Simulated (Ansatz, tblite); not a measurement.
# [InFH3]- (InH₃F−): one state, many levels

Aim: run the singlet of [InFH3]- (InH₃F−) at one geometry on many levels, and compare frontier levels, spin and run time.

Program: Ansatz 0.2.0, Gaussian basis. Level of theory: as each input shows. These are calculated values, not measurements.

Plan: GFN1-xTB, GFN2-xTB, PBE-D4/def2-TZVPD, r2SCAN-D4/def2-TZVPD, HSE06-D4/def2-TZVPD, r2SCAN0-D4/def2-TZVPD, B2PLYP/def2-TZVPD, BHLYP-D4/def2-TZVPD, PBE-QIDH/def2-TZVPD, LC-ωPBE/def2-TZVPD, ωB97M-V/def2-TZVPD, LC-ωPBE(0.10)/def2-TZVPD, LC-ωPBE(0.15)/def2-TZVPD, LC-ωPBE(0.20)/def2-TZVPD, LC-ωPBE(0.30)/def2-TZVPD, PBE-D4/def2-SVPD, PBE0-D4/def2-SVPD, CCSD(T)/def2-TZVPPD, MP2/def2-TZVPD, RPA/def2-TZVPD.

2 further runs of the same task are left out: 2 set aside as unsound or not needed. Runs told in other sessions of the task aren't counted.

**1. The relaxed structure**

The geometry is that of the singlet, from an earlier relaxation (B3LYP-D4/def2-TZVPD).

5 atoms, charge -1, spin multiplicity 1.

Bond lengths: In1–F2 2.070 Å, In1–H3 1.780 Å, In1–H4 1.780 Å, In1–H5 1.780 Å. Angles: F2–In1–H3 104.7°, F2–In1–H4 104.7°, F2–In1–H5 104.7°, H3–In1–H4 113.8°, H3–In1–H5 113.8°, H4–In1–H5 113.8°.

As a file:

```
In   -0.00081    0.00139   -0.14368
F     0.01102   -0.01852    1.92622
H     1.71812    0.01082   -0.60394
H    -0.86851    1.49399   -0.57492
H    -0.85981   -1.48767   -0.60367
```

In takes a core potential in the def2 sets. No spin-orbit coupling is included. The ion is computed in the gas phase, without counter-ions or solvent.

PBE0-D4/def2-TZVPD was run before; its log isn't repeated, and its numbers join the tables.

**2. GFN1-xTB**

Tight binding, by tblite at 300 K electronic temperature and without a spin-polarisation term:

```python
tblite.interface.Calculator('GFN1-xTB', numbers, positions, charge=-1, uhf=0).singlepoint()
```

Energy -232.5916 eV, HOMO -6.03 eV, LUMO 0.79 eV; 0.002 s.

**3. GFN2-xTB**

Tight binding, by tblite at 300 K electronic temperature and without a spin-polarisation term:

```python
tblite.interface.Calculator('GFN2-xTB', numbers, positions, charge=-1, uhf=0).singlepoint()
```

Energy -210.7376 eV, HOMO -6.25 eV, LUMO 0.83 eV; 0.001 s.

**4. PBE-D4/def2-TZVPD**

start.molden holds the orbitals of an earlier run on this state, given as this run's starting guess.

in.yaml reads:

```yaml
crystal:
  periodic: [false, false, false]
  atoms:
    - {symbol: In, position_ang: [-0.000814, 0.001389, -0.143676]}
    - {symbol: F, position_ang: [0.011016, -0.018520, 1.926217]}
    - {symbol: H, position_ang: [1.718124, 0.010822, -0.603943]}
    - {symbol: H, position_ang: [-0.868514, 1.493987, -0.574918]}
    - {symbol: H, position_ang: [-0.859812, -1.487667, -0.603669]}
basis:
  gaussian: {orbitals: def2-TZVPD, initial_orbitals: start.molden}
total_charge: -1
hamiltonian: {xc: pbe, dispersion: d4}
scf: {omitted_lower_state_checks: [starts]}
output: {orbitals: {seedname: orbitals}}
```

Command:

```
> ansatz run in.yaml --threads 4 --pin off --events-out ev --progress --plain --max-ram 3916MiB
```

Further steps of the session: r2SCAN-D4/def2-TZVPD; HSE06-D4/def2-TZVPD; r2SCAN0-D4/def2-TZVPD; B2PLYP/def2-TZVPD; BHLYP-D4/def2-TZVPD; PBE-QIDH/def2-TZVPD; LC-ωPBE/def2-TZVPD; ωB97M-V/def2-TZVPD; LC-ωPBE(0.10)/def2-TZVPD; LC-ωPBE(0.15)/def2-TZVPD; LC-ωPBE(0.20)/def2-TZVPD; LC-ωPBE(0.30)/def2-TZVPD; PBE-D4/def2-SVPD; PBE0-D4/def2-SVPD; CCSD(T)/def2-TZVPPD; MP2/def2-TZVPD; RPA/def2-TZVPD.

Q: Predict the results of all the runs planned. Wanted: gap in def2-TZVPD, named functionals, smallest and largest; gap over the ω; correlation energy, CCSD(T)/def2-TZVPPD; correlation energy, MP2/def2-TZVPD; PBE0 total energy, smallest basis above largest.

As calculated:

| quantity | value |
| --- | --- |
| gap in def2-TZVPD, named functionals, smallest and largest | 4.61 eV (PBE-D4), 9.83 eV (LC-ωPBE) |
| gap over the ω (1/bohr) | 7.06 eV at 0.1, 9.83 eV at 0.4 |
| correlation energy, CCSD(T)/def2-TZVPPD | -16.74 eV |
| correlation energy, MP2/def2-TZVPD | -15.72 eV |
| PBE0 total energy, smallest basis above largest | 3.39 eV (def2-SVPD, def2-TZVPD) |

In words: Orbital gaps of the named functionals in def2-TZVPD span 4.61 eV (PBE-D4) to 9.83 eV (LC-ωPBE); exact exchange widens it. Raising the ω (1/bohr) from 0.1 to 0.4 moves the HOMO by -2.45 eV and the LUMO by +0.32 eV.
